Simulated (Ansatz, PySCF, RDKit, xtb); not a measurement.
# Solving SiN3H3F, step by step

Task: start from the formula SiN3H3F (odd number of electrons), draw up candidate structures, narrow them down in stages, and characterise the one that lies lowest at 600 K.

The funnel: GFN2-xTB relaxations, single points with a density functional, relaxations at PBE0-D3(BJ)/pcseg-1, harmonic vibrations, and a last energy at a higher level. All values are calculated.

5 further runs of the same task are left out: 5 set aside as unsound or not needed.

**1. Drawing up candidates**

A program enumerates the bonding patterns with one Lewis structure each (two rings at most, one unusual centre or charged pair), with their diastereomers. O–O, O–halogen and N–halogen bonds and N–N–N chains are not drawn. That gives 18 candidates.

c047 N[Si]1(F)[N]N1; c148 [NH]/[Si](F)=N\N; c168 [NH]N[Si](=N)F; c272 [NH]/[Si](F)=N/N; c327 [N]=[Si](F)[N-][NH3+]; c338 [N-]=[NH+][Si](N)F; c384 [NH][Si]1(F)NN1; c436 [NH][Si@H](F)N=N; c559 [N]=N[Si@H](N)F; c591 [N]=[Si](F)NN; c637 [NH3+][Si@-]1(F)=N[N]1; c673 [N-]=[NH+][Si@H]([NH])F; c729 N=N[Si](N)F; c737 [N]=[Si@H-](F)[NH+]=N; c770 [N]=[Si@-]1(F)N[NH2+]1; c778 [N]=N[Si-]([NH3+])F; c798 [NH][Si@]1(F)[N-][NH2+]1; c832 [N]=[Si](F)[NH2+][NH-].

Candidates are built by distance geometry, with a force field where one applies, in up to four conformers (letters a to d). 2 starts with atoms placed at random are added, to find patterns that the rules miss.

**Question.** With final energies at CCSD(T)/def2-SVP, which structure will this search put lowest in free energy, and by what margin?

| quantity | value |
| --- | --- |
| lowest structure found | [N]=N[Si@H](N)F, doublet, C1 |
| next finalist | N[Si]1(F)[N]N1, doublet, 35.6 kcal/mol higher in G |
| share at equilibrium, among the finalists | 100.0 % |
| harmonic wavenumbers, lowest and highest (PBE0-D3(BJ)/pcseg-1) | 98 and 3714 cm⁻¹ |
| rotational constants, same geometry | 0.2021, 0.109, 0.07905 cm⁻¹ |
| dipole moment (PBE0/def2-TZVPD) | 3.53 D |
| HOMO energy (highest over α and β) (PBE0/def2-TZVPD) | -5.31 eV |
| LUMO energy (lowest over α and β) (PBE0/def2-TZVPD) | -1.44 eV |
| vertical ionisation energy (to the singlet cation) | 7.91 eV |
| vertical electron affinity | -0.72 eV (unbound: the value depends on the basis) |
| vertical quartet less doublet | +5.73 eV |

The search ends on `[N]=N[Si@H](N)F`. The margin of 35.6 kcal/mol over the next finalist is beyond the usual error of the last level; it says nothing of structures that weren't ranked. GFN2-xTB, HF/STO-3G, r2SCAN-D4/def2-SVP, PBE0-D3(BJ)/pcseg-1, HF/def2-SVP and MP2/def2-SVP already put its bonding pattern lowest among the structures in one piece. 3 minima inside the window were never screened. The stability test raises a flag; for an open shell a flag towards a general spinor solution can be the free rotation of the spin. The search is not exhaustive (a finite list of starts, one conformer a finalist), so a lower isomer can't be ruled out. Patterns outside the rules of the enumeration were met only by chance.
